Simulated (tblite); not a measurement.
# C17H20Si17: the cost of one run

Programs: tblite 0.8.0 and PySCF 2.14.0, with routines of our own; each step states its level. All values are computed. Atoms count from 0.

### 1 The system as given

54 atoms, charge 0, multiplicity 1; geometry from: force field, distance geometry or constructed start.

### 2 Geometry optimisation with GFN2-xTB

Job settings and geometry (Å):

```
{"job": {"kind": "relax", "xc": "GFN2-xTB", "basis": "xTB"}, "charge": 0, "multiplicity": 1}
C      3.105300     0.847800    -0.001600
Si     1.547000     1.747200    -0.006900
C      0.005200     0.847300     0.001000
Si    -0.000700    -0.936000    -0.006200
C      1.549200    -1.836600     0.003400
Si     3.097100    -0.940900    -0.002600
C     -9.301000     0.851300    -0.003300
Si   -10.847900     1.747300     0.001500
C    -12.398800     0.847500    -0.000400
Si   -12.404300    -0.941200     0.001600
C    -10.853400    -1.836600    -0.002100
Si    -9.303600    -0.942400    -0.000000
C     12.398100     0.850300     0.005000
Si    10.853500     1.744000    -0.002700
C      9.298900     0.854700     0.000200
Si     9.299200    -0.939800     0.006300
C     10.851700    -1.833500     0.000900
Si    12.400400    -0.943800    -0.001000
C     -3.101000     0.851400     0.002500
Si    -4.647800     1.745500     0.002700
C     -6.203000     0.853400     0.001500
Si    -6.201600    -0.938900    -0.000200
C     -4.647200    -1.830800     0.006600
Si    -3.104600    -0.944700    -0.001500
Si    -1.549700     1.747200     0.000900
C     -1.556300    -1.836300     0.002500
C      6.201400     0.851900    -0.000700
Si     4.650000     1.745200     0.001200
C      4.651200    -1.835000    -0.002000
Si     6.201800    -0.940000     0.003400
Si     7.754500     1.745200    -0.001100
C      7.749000    -1.834100     0.000200
Si    -7.751900     1.744700    -0.001900
C     -7.748800    -1.836700     0.003700
H      1.551400     3.186400    -0.003300
H      1.550700    -2.923200    -0.002900
H    -10.852100     3.184700    -0.004100
H    -13.344600     1.397100    -0.002600
H    -13.647500    -1.664300    -0.000100
H    -10.856100    -2.922000     0.001200
H     13.345400     1.392300     0.003800
H     10.857200     3.179000     0.003700
H     10.856200    -2.924400    -0.003600
H     13.651200    -1.660900    -0.001800
H     -4.654300     3.186300     0.002400
H     -4.652500    -2.923800    -0.003400
H     -1.547800     3.184700    -0.000600
H     -1.550500    -2.922800     0.002300
H      4.652200     3.185000     0.000200
H      4.652500    -2.924700     0.002000
H      7.750000     3.177300     0.003100
H      7.757500    -2.924100    -0.000300
H     -7.751300     3.184200     0.000100
H     -7.754300    -2.927000    -0.003000
```

On the command line:

```sh
OMP_NUM_THREADS=4 python large_run.py task.json out
```

The driver reads the jobs from task.json and runs them one after another.

Q: Estimate the wall time and peak memory of this first job on 4 threads of AMD EPYC 7R43, shared host.

About 27 s, with a peak of 0.16 GiB.
